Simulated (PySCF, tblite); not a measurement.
# C6H5F5: geometry, infrared bands, NMR shifts, spin-spin couplings and electronic excitations

What infrared bands, NMR shifts, spin-spin couplings and electronic excitations should C6H5F5 (`C=C/C=C\C(F)(F)C(F)(F)F`) show?

Programs: tblite 0.8.0 and PySCF 2.14.0, with density-fitted response routines of our own. Each step states its level of theory. These are calculated values for one molecule in the gas phase, unless marked as measured. Atoms are numbered from 0 throughout.

### 1 Starting geometry

16 atoms, charge 0, multiplicity 1; geometry from: force field or distance geometry start.

Bonds of the start (Å): C0–C1 1.35, C1–C2 1.44, C2–C3 1.35, C3–C4 1.51, C4–F5 1.36, C4–F6 1.37, C4–C7 1.54, C7–F8 1.36, C7–F9 1.37, C7–F10 1.36, C0–H11 1.08, C0–H12 1.09, C1–H13 1.08, C2–H14 1.09, C3–H15 1.10.

### 2 Optimising the geometry with GFN2-xTB

The job: settings as JSON, then the geometry in Å.

```
{"job": {"kind": "relax", "xc": "GFN2-xTB", "basis": "xTB"}, "charge": 0, "multiplicity": 1}
C      2.912300     0.444000    -0.815000
C      1.662300     0.052900    -0.501600
C      0.974800     0.547700     0.667400
C     -0.272400     0.221400     1.053600
C     -1.248000    -0.781400     0.484300
F     -1.836300    -1.456100     1.512300
F     -0.606500    -1.739500    -0.253500
C     -2.338800    -0.113400    -0.375100
F     -1.829700     0.513800    -1.463200
F     -3.248600    -1.024400    -0.834700
F     -3.046700     0.806700     0.325200
H      3.394900     0.041600    -1.691500
H      3.450100     1.173000    -0.213600
H      1.185700    -0.682000    -1.137400
H      1.497200     1.300200     1.262800
H     -0.657800     0.704400     1.968600
```

Run with:

```
$ OMP_NUM_THREADS=2 python probes_run.py task.json out
```

One launch serves the whole session: the jobs run in the order shown.

**Question.** This job is followed by: GFN2-xTB harmonic vibrations, gas phase; PBE0-D3(BJ)/def2-SVP geometry optimisation, gas phase; GIAO PBE0/pcSseg-1 NMR shielding, non-relativistic, gas phase; B3LYP/pcJ-1 indirect spin-spin coupling, non-relativistic, gas phase; TDDFT CAM-B3LYP/def2-SVPD, vertical, gas phase, core orbitals frozen in the response; GIAO wB97X-D/pcSseg-2 NMR shielding, non-relativistic, gas phase. Predict these results of the whole session: strongest single infrared mode (GFN2-xTB); zero-point energy (GFN2-xTB); point group; rotational constants (main isotopes); 13C shifts against TMS (PBE0/pcSseg-1); 1H shifts against TMS (PBE0/pcSseg-1); 19F shifts against CFCl3 (PBE0/pcSseg-1, means over atoms taken as alike); largest coupling of the table (B3LYP/pcJ-1); lowest singlet (CAM-B3LYP/def2-SVPD); lowest triplet; range of the shift of F5.

**Answer**, as computed:

| quantity | value |
| --- | --- |
| strongest single infrared mode (GFN2-xTB) | 1110 cm⁻¹, 349 km/mol |
| zero-point energy (GFN2-xTB) | 61.8 kcal/mol |
| point group | C1 |
| rotational constants (main isotopes) | 1.80, 0.78, 0.71 GHz |
| 13C shifts against TMS (PBE0/pcSseg-1) | 149.5, 140.9, 134.9, 125.6, 125.2, 116.7 ppm |
| 1H shifts against TMS (PBE0/pcSseg-1) | 7.17, 6.53, 5.85, 5.77, 5.58 ppm |
| 19F shifts against CFCl3 (PBE0/pcSseg-1, means over atoms taken as alike) | -98.2, -129.6 ppm |
| largest coupling of the table (B3LYP/pcJ-1) | 1J(C,F) C7–F8, -353.7 Hz |
| lowest singlet (CAM-B3LYP/def2-SVPD) | 5.69 eV (218 nm), f = 0.718 |
| lowest triplet | 3.08 eV |
| range of the shift of F5 | -129.6 to -116.4 ppm |

What this shows: The optimisation took 98 steps and gained 0.151 eV; among the close pairs (by a distance rule), C7–F9 changed most, from 1.367 to 1.329 Å (GFN2-xTB). All 42 modes are real, so the xTB geometry is a minimum. The strongest single mode, at 1110 cm⁻¹, moves mainly C7. Unscaled tight-binding wavenumbers are off by several per cent, some by more. Its intensities can rank the bands wrongly. The optimisation took 10 steps and gained 0.064 eV; among the close pairs (by a distance rule), C0–H11 changed most, from 1.076 to 1.092 Å (PBE0/def2-SVP). At PBE0/pcSseg-1: Shielding is most anisotropic at C1 (span 239 ppm, paramagnetic term -212 ppm). In the run at B3LYP/pcJ-1, the largest coupling of the table is C7–F8 (mean over like pairs), -353.7 Hz, of which the Fermi-contact term gives -326.1 Hz. Couplings across rotatable bonds belong to this one conformer; where others are populated, the observed values are averages. Density functionals describe couplings to fluorine poorly, F–F couplings above all, so those rows are rough. The lowest singlet, at 5.69 eV, is HOMO→LUMO 0.98 and is bright. The lowest triplet lies 2.61 eV below the lowest singlet (triplets in Tamm-Dancoff, singlets in full TDDFT). Across the 2 runs the shift of F5 (with its like atoms) moves most, between -129.6 (PBE0/pcSseg-1) and -116.4 ppm (wB97X-D/pcSseg-2). Part of that comes from the computed reference.
